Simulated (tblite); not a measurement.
# CH10AsNSi3: the cost of one run

Programs: tblite 0.8.0 and PySCF 2.14.0, with density-fitted response routines of our own. Each step states its level of theory. These are calculated values for one molecule in the gas phase, unless marked as measured. Atoms are numbered from 0 throughout.

## 1. Starting geometry

16 atoms, charge 0, multiplicity 1; geometry from: force field or distance geometry start.

Bonds of the start (Å): C0–N1 1.43, N1–Si2 1.79, Si2–As3 2.29, As3–Si4 2.30, As3–Si5 2.32, Si5–N1 1.76, C0–H6 1.12, C0–H7 1.10, C0–H8 1.12, Si2–H9 1.47, Si2–H10 1.46, Si4–H11 1.46, Si4–H12 1.47, Si4–H13 1.46, Si5–H14 1.47, Si5–H15 1.47.

## 2. Optimising the geometry with GFN2-xTB

What the job is given:

```
{"job": {"kind": "relax", "xc": "GFN2-xTB", "basis": "xTB"}, "charge": 0, "multiplicity": 1}
C     -2.638600    -0.201500     0.607800
N     -1.628800    -0.391200    -0.384100
Si    -0.226700    -1.388100     0.126000
As     0.878800     0.367900     1.095500
Si     3.128400     0.543400     0.641700
Si    -0.509300     0.936000    -0.679300
H     -2.825100     0.887200     0.806700
H     -2.478200    -0.721400     1.566400
H     -3.606600    -0.572000     0.181900
H     -0.576200    -2.460400     1.061700
H      0.449900    -1.883200    -1.066500
H      3.622800     1.709200     1.374200
H      3.374000     0.724500    -0.800400
H      3.876200    -0.618400     1.102500
H      0.162700     0.782800    -1.974400
H     -1.010800     2.294200    -0.403700
```

Launch:

```
$ OMP_NUM_THREADS=1 python probes_run.py task.json out
```

The driver reads the jobs from task.json and runs them one after another.

**Question.** How long does this first job take on 1 thread of Arm Neoverse V1, shared host, and how much memory does it need?

About 1.4 s, with a peak of 0.18 GiB.
